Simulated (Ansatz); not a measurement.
# C2H6ClSb: the cost of one run

Program: the Python package of Ansatz 0.2.0. The levels of theory stand in the script. These are calculated values, not measurements.

### Step 1. Starting point

Bond lengths: C1–C2 1.511 Å, C2–Sb3 2.157 Å, Sb3–Cl4 2.341 Å, C1–H5 1.146 Å, C1–H6 1.055 Å, C1–H7 1.151 Å, C2–H8 1.095 Å, C2–H9 1.089 Å, Sb3–H10 1.811 Å. Angles (14 of 15 angles, heavy atoms first): C1–C2–Sb3 108.8°, C2–Sb3–Cl4 92.9°, C1–C2–H8 107.2°, C1–C2–H9 111.5°, Sb3–C2–H8 109.3°, Sb3–C2–H9 110.4°, C2–C1–H5 109.1°, C2–C1–H6 115.1°, C2–C1–H7 108.7°, C2–Sb3–H10 90.6°, Cl4–Sb3–H10 90.5°, H8–C2–H9 109.7°, H5–C1–H6 111.3°, H5–C1–H7 104.8°.

No structure file is read: the coordinates are typed or built in the script.

### Step 2. The code

File methods_c2h6clsb.py:

```python
import ansatz as az

mol = (
    az.Crystal.molecule()
    .atom('C', (0.2545, 1.3055, 0.0436))
    .atom('C', (-0.5636, 0.0353, 0.0609))
    .atom('Sb', (0.488, -1.4823, -1.0537))
    .atom('Cl', (-0.7985, -3.2125, -0.1426))
    .atom('H', (0.3351, 1.684, -1.0349))
    .atom('H', (1.205, 1.2325, 0.496))
    .atom('H', (-0.328, 2.1263, 0.6011))
    .atom('H', (-0.6504, -0.279, 1.1062))
    .atom('H', (-1.5561, 0.1937, -0.3578))
    .atom('H', (1.6971, -1.6547, 0.284))
)

job = mol.calculation().basis(gaussian='def2-SVP')

methods = ['mp2', 'ccsd', 'ccsd_t']
reports = [job.correlation(m).run().report for m in methods]
print(f'Hartree-Fock reference {reports[0]["reference_energy_ev"] / 27.211386246:.6f} Ha')
best = reports[-1]['free_energy_ev'] - reports[-1]['reference_energy_ev']
for method, each in zip(methods, reports):
    gained = each['free_energy_ev'] - each['reference_energy_ev']
    print(f'{method:8s} total {each["free_energy_ev"] / 27.211386246:.6f} Ha  correlation {gained:9.4f} eV  ({100 * gained / best:.1f} % of the last)')
```

### Step 3. The input behind the calls

The package turns the script's settings into the engine's input (first run):

```yaml
crystal:
  periodic: [false, false, false]
  atoms:
    - { symbol: C, position_ang: [0.2545, 1.3055, 0.0436] }
    - { symbol: C, position_ang: [-0.5636, 0.0353, 0.0609] }
    - { symbol: Sb, position_ang: [0.488, -1.4823, -1.0537] }
    - { symbol: Cl, position_ang: [-0.7985, -3.2125, -0.1426] }
    - { symbol: H, position_ang: [0.3351, 1.684, -1.0349] }
    - { symbol: H, position_ang: [1.205, 1.2325, 0.496] }
    - { symbol: H, position_ang: [-0.328, 2.1263, 0.6011] }
    - { symbol: H, position_ang: [-0.6504, -0.279, 1.1062] }
    - { symbol: H, position_ang: [-1.5561, 0.1937, -0.3578] }
    - { symbol: H, position_ang: [1.6971, -1.6547, 0.284] }
basis:
  gaussian:
    orbitals: def2-SVP
correlation:
  method: mp2
```

### Step 4. Running it

Command:

```sh
$ python methods_c2h6clsb.py
```

What time and memory should one allow on 1 thread of Arm Neoverse V1, shared host?

About 43 s, with a peak of 0.53 GiB.
